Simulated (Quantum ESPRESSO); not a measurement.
Crystal: PtSe.

```xyz
2
Lattice="0.0000 2.7984 2.7984 2.7984 0.0000 2.7984 2.7984 2.7984 0.0000" Properties=species:S:1:pos:R:3 pbc="T T T"
Pt    2.7984    2.7984    2.7984
Se    0.0000    0.0000    0.0000
```

The cell comes from a database or a generator and needn't be the stable form of this composition.

Base run:

```yaml
Program: Quantum ESPRESSO 7.5
Functional: PBEsol
Potentials_or_basis: PseudoDojo 0.4.1 SR LDA stringent
Cutoff: 1415 eV
Density_cutoff: 5660 eV
k_mesh: 6 × 6 × 6
Occupations: gaussian, width 0.05 eV
Spin: collinear spin, ferromagnetic start
Starting_moments: "[2.0, 0.0] μB"
Hubbard_terms: Pt d U = 4 eV
```

Its results: band gap on the k mesh none (metal or under the smearing width); pressure -18.2 GPa; net moment 0.19 μB per cell; site moments Pt +0.10; Se +0.05 μB.

Q: After a change of settings the same cell gave: band gap on the k mesh none (metal or under the smearing width); pressure -13.3 GPa; net moment 0.18 μB per cell; site moments Pt +0.10; Se +0.05 μB. Which change was it?
A. functional from PBEsol to revPBE
B. functional from PBEsol to PBE
C. functional from PBEsol to RPBE
D. functional from PBEsol to LDA

A: B.

PBE binds less tightly than PBEsol, so the same cell stands under more pressure.

Caveats: the potentials were made for another functional, which shifts forces and pressure.
